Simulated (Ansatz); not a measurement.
The system is YbGe2Ru2.

```xyz
5
Lattice="-2.1015 2.1015 4.8815 2.1015 -2.1015 4.8815 2.1015 2.1015 -4.8815" Properties=species:S:1:pos:R:3 pbc="T T T"
Yb    0.0000    0.0000    0.0000
Ru    2.1015    0.0000    2.4407
Ru    0.0000    2.1015    2.4407
Ge    0.0000    0.0000    6.1019
Ge    0.0000    0.0000    3.6611
```

Base run:

| Quantity | Value |
| --- | --- |
| Program | Ansatz 0.2.0 |
| Functional | PBEsol |
| Potentials or basis | Ansatz PAW |
| Cutoff | 420 eV (not typed: the program's choice for these potentials) |
| k mesh | 8 × 8 × 8 |
| Occupations | fermi-dirac, width 0.05 eV |
| Spin | collinear spin, ferromagnetic start |
| Starting moments | [2.0, 2.0, 2.0, 0.0, 0.0] μB |
| Fixed moment | 6 μB |

Its results: pressure 10.6 GPa; site moments Yb +0.89; Ru +1.67; Ge +0.12 μB; largest force 1.190 eV/Å.

Task: The run is repeated on the same cell with these changes: fixed moment from 6 μB to 3.8 μB; moments at the start from [2.0, 2.0, 2.0, 0.0, 0.0] to [1.27, 1.27, 1.27, 0.0, 0.0]. What comes out?

Result: Pressure 3.6 GPa; site moments Yb +0.69; Ru +1.01; Ge +0.06 μB; largest force 0.512 eV/Å.

Caveats: the cell's inner coordinates are idealised or old, which leaves forces on the atoms; the total moment is fixed, so each spin has its own Fermi level; the PAW data sets come from PBE, with cores solved anew for the run's functional, which leaves a small shift of forces and pressure; the thresholds are loose for stress.
